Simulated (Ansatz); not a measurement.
# Si8GeO16: the cost of one run

Program: Ansatz 0.2.0. Level of theory: DFT PBE+D3(BJ), plane waves, PAW, scalar-relativistic, no spin polarisation. These are calculated values, not measurements.

### 1 The structure to begin with

The cell holds 25 atoms (GeO16Si8): a = 5.903 Å, b = 5.903 Å, c = 5.333 Å, α = 90.00°, β = 90.00°, γ = 90.00°.

The coordinates stand in the first input below.

### 2 Relaxing end A

input.yaml reads:

```yaml
crystal:
  lattice:
    - [-4.1738, -4.1738, 0.0]
    - [4.1738, -4.1738, 0.0]
    - [0.0, 0.0, 5.3326]
  atoms:
    - { symbol: Si, position: [0.5, 0.5, 0.0] }
    - { symbol: Si, position: [0.0, 0.5, 0.25] }
    - { symbol: O, position: [0.1933, 0.5, 0.0] }
    - { symbol: O, position: [0.0, 0.1933, 0.25] }
    - { symbol: O, position: [0.8067, 0.5, 0.0] }
    - { symbol: O, position: [0.0, 0.8067, 0.25] }
    - { symbol: Si, position: [0.5, 0.5, 0.5] }
    - { symbol: Si, position: [0.0, 0.5, 0.75] }
    - { symbol: O, position: [0.1933, 0.5, 0.5] }
    - { symbol: O, position: [0.0, 0.1933, 0.75] }
    - { symbol: O, position: [0.8067, 0.5, 0.5] }
    - { symbol: O, position: [0.0, 0.8067, 0.75] }
    - { symbol: Si, position: [0.0, 0.0, 0.0] }
    - { symbol: Si, position: [0.5, 0.0, 0.25] }
    - { symbol: O, position: [0.6933, 0.0, 0.0] }
    - { symbol: O, position: [0.5, 0.6933, 0.25] }
    - { symbol: O, position: [0.3067, 0.0, 0.0] }
    - { symbol: O, position: [0.5, 0.3067, 0.25] }
    - { symbol: Si, position: [0.0, 0.0, 0.5] }
    - { symbol: Si, position: [0.5, 0.0, 0.75] }
    - { symbol: O, position: [0.6933, 0.0, 0.5] }
    - { symbol: O, position: [0.5, 0.6933, 0.75] }
    - { symbol: O, position: [0.3067, 0.0, 0.5] }
    - { symbol: O, position: [0.5, 0.3067, 0.75] }
    - { symbol: Ge, position: [0.7666237, 0.252184, 0.365561] }
basis:
  ecutwfc: 420.0
kpoints:
  mp_grid: { grid: [2, 2, 2] }
hamiltonian:
  xc: pbe
  dispersion: d3bj
  pseudopotentials: { kind: paw, azcp: { folder: soft_1 } }
scf:
  occupations: { method: fermi_dirac, width: 0.05 }
  lower_state_search: "off"
relax:
  f_tol: 0.03
  max_steps: 60
  adjacent_minimum: "off"
```

On the command line:

```
$ ansatz run input.yaml --threads 1 --pin off --max-ram 3072MiB --backend cpu --events-out ev --progress --plain --runs-dir out
```

**Question.** How long does this run take on 1 thread of Arm Neoverse V2, shared host, and how much memory does it need?

About 98 s, with a peak of 0.46 GiB.
